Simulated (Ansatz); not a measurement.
A nudged elastic band was laid between two geometries of a periodic cell of 17 atoms, HC16 (host C, host structure diamond, interstitial H), cell charge +1.

Level of theory: DFT PBE, scalar-relativistic, plane waves, PAW in Ansatz 0.2.0. Settings: cutoff 420 eV, k mesh 3x3x3, gaussian smearing 0.05 eV, no spin polarisation.

| Item | Value |
| --- | --- |
| movable images | 3 |
| climbing image | yes |
| spring | 5.0 eV/Å² |
| optimiser | fire |
| start path | straight line |
| force threshold | 0.03 eV/Å |
| iteration limit | 80 |
| end points | relaxed |

Initial state:

```xyz
17
Lattice="0.0000 3.5700 3.5700 3.5700 0.0000 3.5700 3.5700 3.5700 0.0000" Properties=species:S:1:pos:R:3
C 0.090 -0.043 0.059
C 0.960 0.928 0.925
C 1.816 1.816 -0.004
C 2.698 2.709 0.892
C 1.813 0.016 1.799
C 2.637 1.000 2.586
C 3.598 1.833 1.768
C 4.483 2.710 2.688
C 0.023 1.828 1.787
C 0.913 2.740 2.645
C 1.814 3.629 1.769
C 2.705 4.504 2.672
C 1.766 1.866 3.557
C 2.704 2.728 4.457
C 3.592 3.613 3.563
C 4.480 4.507 4.445
H 3.147 1.022 3.652
```

Final state:

```xyz
17
Lattice="0.0000 3.5700 3.5700 3.5700 0.0000 3.5700 3.5700 3.5700 0.0000" Properties=species:S:1:pos:R:3
C 0.042 0.105 -0.090
C 0.912 0.971 0.882
C 1.765 1.845 -0.029
C 2.590 2.633 0.953
C 1.769 0.044 1.770
C 2.651 0.939 2.662
C 3.552 1.816 1.786
C 4.436 2.736 2.664
C -0.024 1.835 1.781
C 0.867 2.693 2.692
C 1.720 3.606 1.819
C 2.657 4.505 2.682
C 1.767 1.817 3.582
C 2.657 2.720 4.457
C 3.545 3.611 3.567
C 4.433 4.493 4.461
H 3.098 0.131 4.546
```

What changes between the two ends?

Contacts lost: C6–H17. Contacts made: C4–H17. The atom that moves furthest is H17, by 1.26 Å.

What energy profile does the band end with?

The run converged. The highest image is number 1 of 0 to 4, 0.043 eV above the ends, which have the same energy within 2 meV. By the program's own check the climbing image is of a kind that is not told: the force calls were inconclusive, a negative curvature could not be distinguished from the path's own, the only one lies far off the path, or fixed occupations may fill a level only in part (lowest curvatures found: -1.95 and -0.10 eV/Å²). Limits of this set-up: charged cell in a uniform background, uncorrected.

```
image  path coordinate (Å)  energy (eV)  C6–H17 (Å)  C4–H17 (Å)
    0                 0.00        0.000        1.18        2.10
    1                 0.48        0.043        1.35        2.34
    2                 1.06        0.002        1.68        2.04
    3                 1.64        0.001        2.06        1.66
    4                 2.23        0.000        2.10        1.18
```

What is the geometry of the highest image?


```xyz
17
Lattice="0.0000 3.5700 3.5700 3.5700 0.0000 3.5700 3.5700 3.5700 0.0000" Properties=species:S:1:pos:R:3
C -0.014 -0.061 0.014
C 0.932 0.942 0.960
C 1.788 1.816 0.016
C 2.653 2.709 0.916
C 1.772 -0.006 1.798
C 2.610 0.943 2.638
C 3.554 1.817 1.781
C 4.444 2.701 2.696
C -0.012 1.816 1.815
C 0.888 2.707 2.681
C 1.770 3.613 1.799
C 2.668 4.488 2.696
C 1.754 1.816 3.581
C 2.669 2.700 4.471
C 3.556 3.597 3.583
C 4.443 4.488 4.471
H 3.565 1.096 3.573
```

Run time: 26 min on 1 thread of Arm Neoverse V1 (shared host), peak memory 0.42 GiB.
